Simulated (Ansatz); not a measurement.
**AlH3OSiZn: one species, many methods**

How much do the methods differ for AlH3OSiZn? The plan is to run it at one geometry with functionals of several rungs and with coupled cluster. The yardstick is the atomisation energy at the CCSD(T) limit.

Method: functionals in def2-TZVPP, the program's frozen cores in correlated methods; program: Ansatz 0.2.0, Gaussian basis.

The runs, in order: LDA (SPW92), PBE-D4, revPBE-D4, BLYP-D4, r2SCAN-D4, B97M-V, PBE0-D4, B3LYP-D4, r2SCANh-D4, r2SCAN0-D4, HSE06-D4, BHLYP-D4, CAM-B3LYP-D4, LC-ωPBE, ωB97X-V, ωB97M-V, B2PLYP, PBE-QIDH; CCSD(T)/def2-SVP; CCSD(T)/def2-TZVPP; MP2/def2-QZVPP; extrapolation to the limit; RPA on PBE.

## (1) Structure used throughout

The geometry comes from an earlier relaxation with PBE0-D4 in a triple-zeta def2 set; it is a stationary point, not always the lowest conformer.

7 atoms, charge 0, spin multiplicity 1.

Atoms are counted from 1 here; the program's logs count them from 0.

Bond lengths: O1–Al2 1.697 Å, O1–Zn4 1.879 Å, Al2–Si3 2.507 Å, Al2–H5 1.580 Å, Si3–Zn4 2.377 Å, Si3–H6 1.489 Å, Si3–H7 1.489 Å. Angles: Al2–O1–Zn4 96.1°, O1–Al2–Si3 99.2°, O1–Al2–H5 126.6°, Si3–Al2–H5 134.2°, Al2–Si3–Zn4 66.0°, Al2–Si3–H6 121.4°, Al2–Si3–H7 121.4°, Zn4–Si3–H6 116.7°, Zn4–Si3–H7 116.7°, H6–Si3–H7 108.7°, O1–Zn4–Si3 98.6°.

Coordinates:

| atom | x (Å) | y (Å) | z (Å) |
| --- | --- | --- | --- |
| O1 | -1.9144 | -0.5728 | -0.7041 |
| Al2 | -0.4521 | 0.0785 | -1.2683 |
| Si3 | 0.8221 | 0.1320 | 0.8896 |
| Zn4 | -1.3860 | -0.7255 | 1.0923 |
| H5 | -0.1161 | 0.4918 | -2.7558 |
| H6 | 1.1097 | 1.4144 | 1.5898 |
| H7 | 1.9370 | -0.8184 | 1.1565 |

## (2) LDA

This LDA is Slater exchange with PW92 correlation.

File in.yaml:

```yaml
crystal:
  periodic: [false, false, false]
  atoms:
    - {symbol: O, position_ang: [-1.914440, -0.572788, -0.704136]}
    - {symbol: Al, position_ang: [-0.452133, 0.078521, -1.268278]}
    - {symbol: Si, position_ang: [0.822096, 0.132024, 0.889587]}
    - {symbol: Zn, position_ang: [-1.386035, -0.725490, 1.092282]}
    - {symbol: H, position_ang: [-0.116125, 0.491760, -2.755791]}
    - {symbol: H, position_ang: [1.109682, 1.414404, 1.589825]}
    - {symbol: H, position_ang: [1.936955, -0.818431, 1.156522]}
basis:
  gaussian: {orbitals: def2-TZVPP}
hamiltonian: {xc: lda}
output: {orbitals: {seedname: orbitals}}
```

After this run come: PBE-D4 (GGA); revPBE-D4 (GGA); BLYP-D4 (GGA); r2SCAN-D4 (meta-GGA); B97M-V (meta-GGA); PBE0-D4 (hybrid); B3LYP-D4 (hybrid); r2SCANh-D4 (hybrid); r2SCAN0-D4 (hybrid); HSE06-D4 (hybrid); BHLYP-D4 (hybrid); CAM-B3LYP-D4 (range-separated); LC-ωPBE (range-separated); ωB97X-V (range-separated); ωB97M-V (range-separated); B2PLYP (double hybrid); PBE-QIDH (double hybrid); CCSD(T) in def2-SVP; CCSD(T) in def2-TZVPP; MP2 in def2-QZVPP; RPA on PBE orbitals.

**Question.** What will the summary of the whole plan be? Wanted: atomisation energy, CCSD(T)/CBS; farthest beyond LDA; mean size of error, GGA; mean size of error, meta-GGA; mean size of error, hybrid; mean size of error, range-separated; mean size of error, double hybrid; gap, smallest and largest; T1 diagnostic.

The runs gave:

| quantity | value |
| --- | --- |
| atomisation energy, CCSD(T)/CBS | 1854.4 kJ/mol |
| functionals within 9.3 kJ/mol (0.5 %) | PBE-D4, r2SCANh-D4, LC-ωPBE, ωB97X-V |
| farthest beyond LDA | BHLYP-D4 (-97.4 kJ/mol) |
| mean size of error, GGA | 32.6 kJ/mol |
| mean size of error, meta-GGA | 19.0 kJ/mol |
| mean size of error, hybrid | 39.9 kJ/mol |
| mean size of error, range-separated | 14.8 kJ/mol |
| mean size of error, double hybrid | 38.8 kJ/mol |
| gap, smallest and largest | 2.50 eV (BLYP-D4), 8.25 eV (LC-ωPBE) |
| T1 diagnostic | 0.0201 |
| triples share of the correlation energy | 3.8 % |

What this shows: The LDA atomisation energy is off by 270.9 kJ/mol (15 %): it overbinds. PBE-D4 misses by +3.0 kJ/mol. Double hybrids carry the basis error of their MP2 part in triple zeta, and no dispersion term here, so their miss is partly the set-up's. Taken by rung, range-separated functionals do best (14.8 kJ/mol on average) and hybrid ones worst beyond LDA (39.9 kJ/mol). The gap between the best rungs is small, so their order is not settled. The mean of the hybrids holds BHLYP, with half exact exchange. The reference freezes the cores and leaves out relativity and excitations past (T), so misses under about 9.3 kJ/mol can't be ranked. Hartree-Fock recovers 67 % of the binding; the rest is correlation. CCSD(T) in def2-SVP is off by -159.9 kJ/mol, so the small basis spoils what the method gains. The gap grows from 2.5 to 8.3 eV across the functionals, mostly with the share of exact exchange. T1 = 0.020 passes the customary mark of 0.02 by a little. For Zn the d shell is correlated and the shells below it are frozen.
